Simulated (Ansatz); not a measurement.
**C2H4AlFSSi: a ladder of functionals and wavefunction methods**

The task here is to estimate one member of a computed series from the others.

Program: Ansatz 0.2.0, Gaussian basis. Level of theory: functionals in def2-TZVPP, the program's frozen cores in correlated methods. These are calculated values, not measurements.

Plan: LDA (SPW92), PBE-D4, revPBE-D4, BLYP-D4, r2SCAN-D4, B97M-V, PBE0-D4, B3LYP-D4, r2SCANh-D4, r2SCAN0-D4, HSE06-D4, BHLYP-D4, CAM-B3LYP-D4, LC-ωPBE, ωB97X-V, ωB97M-V, B2PLYP, PBE-QIDH; CCSD(T)/def2-SVP; CCSD(T)/def2-TZVPP; MP2/def2-QZVPP; extrapolation to the limit; RPA on PBE.

**The geometry**

All runs share one geometry, relaxed beforehand with PBE0-D4 in a triple-zeta def2 set.

SMILES `C#C[Si](F)([AlH2])S`, 10 atoms, charge 0, spin multiplicity 1.

Atoms are counted from 1 here; the program's logs count them from 0.

Bond lengths: C1–C2 1.207 Å, C1–H7 1.066 Å, C2–Si3 1.821 Å, Si3–F4 1.607 Å, Si3–Al5 2.465 Å, Si3–S6 2.134 Å, Al5–H8 1.586 Å, Al5–H9 1.585 Å, S6–H10 1.344 Å. Angles: C2–C1–H7 179.6°, C1–C2–Si3 176.4°, C2–Si3–F4 106.2°, C2–Si3–Al5 114.4°, C2–Si3–S6 107.2°, F4–Si3–Al5 111.3°, F4–Si3–S6 110.6°, Al5–Si3–S6 107.0°, Si3–Al5–H8 118.7°, Si3–Al5–H9 120.3°, H8–Al5–H9 120.9°, Si3–S6–H10 95.3°.

The first run:

in.yaml reads:

```yaml
crystal:
  periodic: [false, false, false]
  atoms:
    - {symbol: C, position_ang: [2.380196, 0.432664, 0.997703]}
    - {symbol: C, position_ang: [1.247620, 0.078725, 0.776470]}
    - {symbol: Si, position_ang: [-0.445593, -0.425705, 0.334020]}
    - {symbol: F, position_ang: [-0.655906, -1.888724, 0.965947]}
    - {symbol: Al, position_ang: [-0.911470, -0.418546, -2.086108]}
    - {symbol: S, position_ang: [-1.778261, 0.979175, 1.230041]}
    - {symbol: H, position_ang: [3.379962, 0.743318, 1.199912]}
    - {symbol: H, position_ang: [-2.419440, -0.487356, -2.572609]}
    - {symbol: H, position_ang: [0.276143, -0.305531, -3.129752]}
    - {symbol: H, position_ang: [-0.990149, 1.240880, 2.287376]}
basis:
  gaussian: {orbitals: def2-TZVPP}
hamiltonian: {xc: lda}
output: {orbitals: {seedname: orbitals}}
```

Steps of the session up to this table: LDA; PBE-D4 (GGA); revPBE-D4 (GGA); BLYP-D4 (GGA); r2SCAN-D4 (meta-GGA); B97M-V (meta-GGA); PBE0-D4 (hybrid); B3LYP-D4 (hybrid); r2SCANh-D4 (hybrid); r2SCAN0-D4 (hybrid); HSE06-D4 (hybrid); BHLYP-D4 (hybrid); CAM-B3LYP-D4 (range-separated); LC-ωPBE (range-separated); ωB97X-V (range-separated); ωB97M-V (range-separated); B2PLYP (double hybrid); PBE-QIDH (double hybrid).

One of the session's tables, all rows but one given; the rest of the session is left out.

It belongs to the step «Frontier levels by functional». 

```
  functional  HOMO (eV)  LUMO (eV)  gap (eV)
 LDA (SPW92)      -6.57      -3.37      3.20
      PBE-D4      -6.44      -3.12      3.32
   revPBE-D4      -6.38      -3.01      3.38
     BLYP-D4      -6.28      -2.98      3.30
   r2SCAN-D4      -6.68      -2.88      3.80
      B97M-V          ?          ?         ?
     PBE0-D4      -7.55      -2.36      5.19
    B3LYP-D4      -7.34      -2.54      4.79
  r2SCANh-D4      -7.09      -2.62      4.47
  r2SCAN0-D4      -7.71      -2.23      5.47
    HSE06-D4      -7.16      -2.73      4.43
    BHLYP-D4      -8.55      -1.56      6.99
CAM-B3LYP-D4      -8.81      -1.40      7.41
     LC-ωPBE     -10.12      -0.32      9.80
     ωB97X-V      -9.78      -0.43      9.35
     ωB97M-V      -9.55      -0.71      8.85
```

Q: Estimate the row for B97M-V from the others.

The run gave: HOMO (eV): -6.72; LUMO (eV): -3.07; gap (eV): 3.65. In the column «HOMO (eV)» it lies between r2SCANh-D4 (-7.09) and r2SCAN-D4 (-6.68).
